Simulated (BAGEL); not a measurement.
# C2H7NSi (SMILES C=N[SiH2]C), step by step

Wanted: the energy (HF/6-31G*), then a single-point energy (NEVPT2(2,2)/6-31G*), then a single-point energy (CASPT2(2,2)/6-31G*) of C2H7NSi. 

The calculation is run with BAGEL 1.2.2.

1 further run of the same task is left out (set aside as unsound or not needed).

## Step 1: Starting point

The species is C2H7NSi (11 atoms), meant as a singlet with charge 0. As SMILES, `C=N[SiH2]C`. The N2–Si3 distance was set to 4.892 Å, away from the relaxed value. At this shape a bond of the SMILES string is far longer than usual.

Bond lengths: C1–N2 1.257 Å, Si3–C4 1.862 Å, C1–H5 1.097 Å, C1–H6 1.103 Å, Si3–H7 1.497 Å, Si3–H8 1.486 Å, C4–H9 1.092 Å, C4–H10 1.093 Å, C4–H11 1.092 Å. Some angles: N2–C1–H5 120.4°, N2–C1–H6 124.2°, Si3–C4–H9 110.4°, Si3–C4–H10 110.6°, Si3–C4–H11 110.8°, C4–Si3–H7 110.6°, C4–Si3–H8 110.8°, H5–C1–H6 115.4°, H9–C4–H10 108.4°, H9–C4–H11 108.3°.

## Step 2: A single-point energy at HF/6-31G(d) (density fitting with svp-jkfit, spherical functions) (run 1)

The input, calc.json:

```json
{ "bagel": [

{
  "title": "molecule",
  "basis": "6-31gs.json",
  "df_basis": "svp-jkfit",
  "angstrom": true,
  "geometry": [
    { "atom": "C", "xyz": [   -1.429734,    4.915094,   -0.660931 ] },
    { "atom": "N", "xyz": [   -1.416034,    3.889494,   -1.387231 ] },
    { "atom": "Si", "xyz": [   -0.379200,   -0.602800,    0.247400 ] },
    { "atom": "C", "xyz": [    1.068600,   -1.271000,   -0.713200 ] },
    { "atom": "H", "xyz": [   -1.664234,    5.896894,   -1.090331 ] },
    { "atom": "H", "xyz": [   -1.216834,    4.911494,    0.421069 ] },
    { "atom": "H", "xyz": [   -0.075100,   -0.581600,    1.713400 ] },
    { "atom": "H", "xyz": [   -1.590400,   -1.434700,    0.023400 ] },
    { "atom": "H", "xyz": [    0.849500,   -1.270200,   -1.783000 ] },
    { "atom": "H", "xyz": [    1.292800,   -2.296000,   -0.407900 ] },
    { "atom": "H", "xyz": [    1.959900,   -0.662200,   -0.545500 ] }
  ]
},
{
  "title": "hf"
},
{
  "title": "print",
  "file": "orbitals.molden",
  "orbitals": true
}

]}
```

The basis set 6-31G* is read from a file made from the Basis Set Exchange's data (not shown).

Run with:

```sh
$ BAGEL_NUM_THREADS=1 BAGEL calc.json > calc.out
```

Standard output:

```text
* using 1 threads per process

  ===============================================================
  ===============================================================

  *** Geometry ***

  { "atom" : "C", "xyz" : [     -2.701806,      9.288182,     -1.248979 ] },
  { "atom" : "N", "xyz" : [     -2.675916,      7.350078,     -2.621487 ] },
  { "atom" : "Si", "xyz" : [     -0.716584,     -1.139127,      0.467518 ] },
  { "atom" : "C", "xyz" : [      2.019361,     -2.401842,     -1.347753 ] },
  { "atom" : "H", "xyz" : [     -3.144946,     11.143515,     -2.060427 ] },
  { "atom" : "H", "xyz" : [     -2.299483,      9.281379,      0.795705 ] },
  { "atom" : "H", "xyz" : [     -0.141918,     -1.099065,      3.237857 ] },
  { "atom" : "H", "xyz" : [     -3.005420,     -2.711190,      0.044220 ] },
  { "atom" : "H", "xyz" : [      1.605322,     -2.400330,     -3.369382 ] },
  { "atom" : "H", "xyz" : [      2.443038,     -4.338811,     -0.770819 ] },
  { "atom" : "H", "xyz" : [      3.703674,     -1.251377,     -1.030846 ] },

  Number of auxiliary basis functions:      481

  Since a DF basis is specified, we compute 2- and 3-index integrals:
    o Being stored without compression. Storage requirement is 0.021 GB

  Number of basis functions:       74
  Number of electrons      :       40

    * METHOD: MOLECULE                             0.21

  *** RHF ***

  === Nuclear Repulsion ===
   118.0059873629

      * DIIS with orbital gradients will be used.

  === RHF iteration (6-31gs.json) ===
      0       -422.51960060          0.02406694           0.05
      1       -422.13049324          0.03453263           0.05
      2       -422.79808519          0.00908278           0.05
      3       -422.81024486          0.01218814           0.05
      4       -422.88780606          0.00510559           0.05
      5       -422.89690804          0.00299221           0.06
      6       -422.90007266          0.00181386           0.05
      7       -422.90166730          0.00059760           0.05
      8       -422.90186730          0.00008799           0.05
      9       -422.90187359          0.00001912           0.05
     10       -422.90187407          0.00000921           0.07
     11       -422.90187417          0.00000212           0.06
     12       -422.90187418          0.00000114           0.06
     13       -422.90187418          0.00000048           0.06
     14       -422.90187418          0.00000039           0.05
     15       -422.90187418          0.00000013           0.05
     16       -422.90187418          0.00000005           0.06
     17       -422.90187418          0.00000003           0.05
     18       -422.90187418          0.00000001           0.05
     19       -422.90187418          0.00000001           0.06
    * SCF iteration converged.

    * Permanent dipole moment:
           (   -0.613727,     0.844254,    -0.760893) a.u.

    * METHOD: HF                                   1.24

    * METHOD: PRINT                                0.01

  ===============================================================
```

Run time: 1.7 s. Hardware: 1 thread of Arm Neoverse V2, shared host; peak memory 0.14 GiB.

## Step 3: The energy at NEVPT2(2,2)/6-31G(d) (density fitting with svp-jkfit, spherical functions) (run 2)

The input, calc.json:

```json
{ "bagel": [

{
  "title": "molecule",
  "basis": "6-31gs.json",
  "df_basis": "svp-jkfit",
  "angstrom": "true",
  "geometry": [
    { "atom": "C", "xyz": [      -1.429734,       4.915094,      -0.660931 ] },
    { "atom": "N", "xyz": [      -1.416034,       3.889494,      -1.387231 ] },
    { "atom": "Si", "xyz": [      -0.379200,      -0.602800,       0.247400 ] },
    { "atom": "C", "xyz": [       1.068600,      -1.271000,      -0.713200 ] },
    { "atom": "H", "xyz": [      -1.664234,       5.896894,      -1.090331 ] },
    { "atom": "H", "xyz": [      -1.216834,       4.911494,       0.421069 ] },
    { "atom": "H", "xyz": [      -0.075100,      -0.581600,       1.713400 ] },
    { "atom": "H", "xyz": [      -1.590400,      -1.434700,       0.023400 ] },
    { "atom": "H", "xyz": [       0.849500,      -1.270200,      -1.783000 ] },
    { "atom": "H", "xyz": [       1.292800,      -2.296000,      -0.407900 ] },
    { "atom": "H", "xyz": [       1.959900,      -0.662200,      -0.545500 ] }
  ]
},

{
  "title": "hf"
},

{
  "title": "nevpt2",
  "nstate": 1,
  "nact": 2,
  "nclosed": 19,
  "active": [20, 21],
  "maxiter": 200,
  "natocc": "true",
  "ncore": 8
},

{
  "title": "print",
  "file": "orbitals.molden",
  "orbitals": "true"
}

]}
```

The basis set 6-31G* is read from a file made from the Basis Set Exchange's data (not shown).

Run with:

```sh
$ BAGEL_NUM_THREADS=1 BAGEL calc.json > calc.out
```

Standard output:

```text
* using 1 threads per process

  ===============================================================
  ===============================================================

  *** Geometry ***

  { "atom" : "C", "xyz" : [     -2.701806,      9.288182,     -1.248979 ] },
  { "atom" : "N", "xyz" : [     -2.675916,      7.350078,     -2.621487 ] },
  { "atom" : "Si", "xyz" : [     -0.716584,     -1.139127,      0.467518 ] },
[... 7 lines of this table left out ...]
  { "atom" : "H", "xyz" : [      3.703674,     -1.251377,     -1.030846 ] },

  Number of auxiliary basis functions:      481

  Since a DF basis is specified, we compute 2- and 3-index integrals:
    o Being stored without compression. Storage requirement is 0.021 GB

  Number of basis functions:       74
  Number of electrons      :       40

    * METHOD: MOLECULE                             0.20

  *** RHF ***

  === Nuclear Repulsion ===
   118.0059873629

      * DIIS with orbital gradients will be used.

  === RHF iteration (6-31gs.json) ===
      0       -422.51960060          0.02406694           0.06
      1       -422.13049324          0.03453263           0.05
      2       -422.79808519          0.00908278           0.05
[... 16 lines of this table left out ...]
     19       -422.90187418          0.00000001           0.06
    * SCF iteration converged.

    * Permanent dipole moment:
           (   -0.613727,     0.844254,    -0.760893) a.u.

    * METHOD: HF                                   1.27

    * freezing 8 orbitals
  ---------------------------
      CASSCF calculation
  ---------------------------

    ==== Active orbitals : =====
         Orbital 20
         Orbital 21
    ============================

    * nstate   :      1
    * nclosed  :     19
    * nact     :      2
    * nvirt    :     53
  === CASSCF iteration (6-31gs.json) ===

    * Using the second-order algorithm

      0  0      -423.04481069     7.59e-03      0.02

      1  0      -423.06832109     9.48e-04      0.29
[... 11 lines of this table left out ...]
      7  0      -423.06861722     3.25e-09      0.22

    * Second-order optimization converged. *

     guess   0:   closed 1.                   open ..

  === FCI iteration ===

      0  0      -422.87725983     1.01e-01      0.00
      1  0      -423.06607796     1.57e-02      0.00
      2  0 *    -423.06861722     2.53e-16      0.00

     * ci vector, state   0, <S^2> = 0.0000
       2.     0.7239452228
       .2    -0.6898574595

  === DF-NEVPT2 calculation ===

    * 3-index integral transformation done
    * assembly done

      NEVPT2 correlation energy:   -0.4556979644      0.12

          (+0)     -0.3762264554
          (+0)'    -0.0118984484
          (+1)     -0.0178770484
          (+1)'    -0.0000000000
          (+2)     -0.0000058635
          (-1)     -0.0496783085
          (-1)'     0.0000000000
          (-2)     -0.0000118401

      NEVPT2 total energy:       -423.5243151848

    * METHOD: NEVPT2                               2.28

    * METHOD: PRINT                                0.01

  ===============================================================
```

Wall time 4.2 s (1 thread of Arm Neoverse V2, shared host); peak memory 0.14 GiB.

## Step 4: The energy at CASPT2(2,2)/6-31G(d) (density fitting with svp-jkfit, spherical functions) (run 3)

Changes to calc.json since step 3:

```diff
@@ -23,3 +23,4 @@
 {
-  "title": "hf"
+  "title": "hf",
+  "charge": 0
 },
@@ -27,3 +28,3 @@
 {
-  "title": "nevpt2",
+  "title": "casscf",
   "nstate": 1,
@@ -31,6 +32,7 @@
   "nclosed": 19,
+  "charge": 0,
+  "nspin": 0,
   "active": [20, 21],
   "maxiter": 200,
-  "natocc": "true",
-  "ncore": 8
+  "natocc": "true"
 },
@@ -41,2 +43,13 @@
   "orbitals": "true"
+},
+
+{
+  "title": "smith",
+  "method": "caspt2",
+  "ms": "true",
+  "xms": "true",
+  "sssr": "true",
+  "shift": 0.2,
+  "shift_imag": "true",
+  "ncore": 8
 }
```

The basis set 6-31G* is read from a file made from the Basis Set Exchange's data (not shown).

Run with:

```sh
$ BAGEL_NUM_THREADS=1 BAGEL calc.json > calc.out
```

Standard output:

```text
* using 1 threads per process

  ===============================================================
  ===============================================================

  *** Geometry ***

  { "atom" : "C", "xyz" : [     -2.701806,      9.288182,     -1.248979 ] },
  { "atom" : "N", "xyz" : [     -2.675916,      7.350078,     -2.621487 ] },
  { "atom" : "Si", "xyz" : [     -0.716584,     -1.139127,      0.467518 ] },
[... 7 lines of this table left out ...]
  { "atom" : "H", "xyz" : [      3.703674,     -1.251377,     -1.030846 ] },

  Number of auxiliary basis functions:      481

  Since a DF basis is specified, we compute 2- and 3-index integrals:
    o Being stored without compression. Storage requirement is 0.021 GB

  Number of basis functions:       74
  Number of electrons      :       40

    * METHOD: MOLECULE                             0.20

  *** RHF ***

  === Nuclear Repulsion ===
   118.0059873629

      * DIIS with orbital gradients will be used.

[... 6 lines left out ...]
    * SCF iteration converged.
[... 1 line left out ...]
    * Permanent dipole moment:
[... 27 lines left out ...]
    * Second-order optimization converged. *
[... 9 lines left out ...]
     * ci vector, state   0, <S^2> = 0.0000
[... 16 lines left out ...]
    * Zeroth order energy : state  0       -0.2648432043

    * CASPT2 iteration is performed using orthogonal basis

      -------------------------------------------  CASPT2 iteration  ---------------------------------------------------
       #      aibj      arbs      arbi      airj      risj      airs      arst      rist         Etot      error   time
      ------------------------------------------------------------------------------------------------------------------

       0  -0.37400  -0.00002  -0.05489  -0.02019  -0.00001  -0.01162   0.00000   0.00000   -0.4607195  0.0005647   0.06
       1  -0.37402  -0.00002  -0.05495  -0.02019  -0.00001  -0.01170  -0.00000  -0.00000   -0.4608891  0.0000669   0.06
       2  -0.37402  -0.00002  -0.05495  -0.02019  -0.00001  -0.01170  -0.00000  -0.00000   -0.4608916  0.0000082   0.06
       3  -0.37402  -0.00002  -0.05495  -0.02019  -0.00001  -0.01170  -0.00000  -0.00000   -0.4608916  0.0000008   0.06

      ------------------------------------------------------------------------------------------------------------------

    * CASPT2 energy : state  0     -423.5326629730
        w/o shift correction       -423.5295088670
        reference weight              0.8522875006

    * METHOD: SMITH                                0.41

  ===============================================================
```

Run time: 4.2 s. Hardware: 1 thread of Arm Neoverse V2, shared host; peak memory 0.14 GiB.

## Step 5: Results

| quantity | value |
| --- | --- |
| run 1, HF/6-31G*: total energy | -422.90187 Eh |
| run 1, HF/6-31G*: dipole moment | 3.28 D |
| run 1, HF/6-31G*: HOMO energy | -5.47 eV |
| run 1, HF/6-31G*: LUMO energy | -1.95 eV |
| run 1, HF/6-31G*: HOMO–LUMO gap | 3.53 eV |
| run 2, NEVPT2(2,2)/6-31G*: total energy | -423.52432 Eh |
| run 3, CASPT2(2,2)/6-31G*: total energy | -423.53266 Eh |

**Reading.** One bond (run 1, HF/6-31G*) is far stretched, which a spin-restricted single reference describes badly; a broken-symmetry solution may lie lower.
